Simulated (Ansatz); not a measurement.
Wanted: the native input for an Ansatz 0.2.0 run.

```
Task                                : band structure
Functional                          : PBE
Potentials or basis                 : SPMS NC
Cutoff                              : 1007 eV (not typed: the program's choice for these potentials)
k mesh                              : 7 × 7 × 7
Occupations                         : fermi-dirac, width 0.05 eV
Spin                                : no spin polarisation
Path                                : [["G", "X", "M", "G", "R", "X"], ["M", "R"]]
Points for each segment of the path : 14
```

LiCaF3:

```
CELL_PARAMETERS angstrom
3.76124 0.00000 0.00000
0.00000 3.76124 0.00000
0.00000 0.00000 3.76124
ATOMIC_POSITIONS crystal
Ca 0.00000 0.00000 0.00000
F 0.50000 0.00000 0.50000
F 0.50000 0.50000 0.00000
F 0.00000 0.50000 0.50000
Li 0.50000 0.50000 0.50000
```

The cell comes from a database or a generator and needn't be the stable form of this composition.

These files were run (other wordings do the same):

input.yaml

```yaml
crystal:
  lattice:
    - [3.761244, 0.0, 0.0]
    - [0.0, 3.761244, 0.0]
    - [0.0, 0.0, 3.761244]
  atoms:
    - { symbol: Ca, position: [0.0, 0.0, 0.0] }
    - { symbol: F, position: [0.5, 0.0, 0.5] }
    - { symbol: F, position: [0.5, 0.5, 0.0] }
    - { symbol: F, position: [0.0, 0.5, 0.5] }
    - { symbol: Li, position: [0.5, 0.5, 0.5] }
hamiltonian:
  xc: pbe
  pseudopotentials: { kind: nc, source: spms }
kpoints:
  mp_grid: { grid: [7, 7, 7] }
  band_path:
    path:
      - [[0.0, 0.0, 0.0], [0.0, 0.5, 0.0], [0.5, 0.5, 0.0], [0.0, 0.0, 0.0], [0.5, 0.5, 0.5], [0.0, 0.5, 0.0]]
      - [[0.5, 0.5, 0.0], [0.5, 0.5, 0.5]]
    npoints: 14
scf:
  occupations: { method: fermi_dirac, width: 0.05 }
  n_extra_bands: 12
output:
  forces: true
  stress: true
  eigenvalues: true
  fatbands: false
```

Potentials or basis: SPMS NC.

Command:

```sh
$ ansatz run input.yaml --threads 2 --pin off --max-ram 5632MiB --backend cpu --events-out ev --progress --plain --runs-dir out
```

Results of the run:

| Item | Value |
| --- | --- |
| Pressure | -0.2 GPa |
| Band gap on the k mesh | 6.54 eV, indirect (least direct gap 6.61 eV) |
| Band gap along the path | 6.50 eV, indirect (least direct gap 6.61 eV) |

Caveat: the pressure holds a Pulay correction of +0.3 GPa for the finite cutoff.

Run time: 2 s on 2 threads of AMD EPYC 9R45 96-Core Processor (Zen 5), with other jobs on the host, peak memory 0.5 GiB.
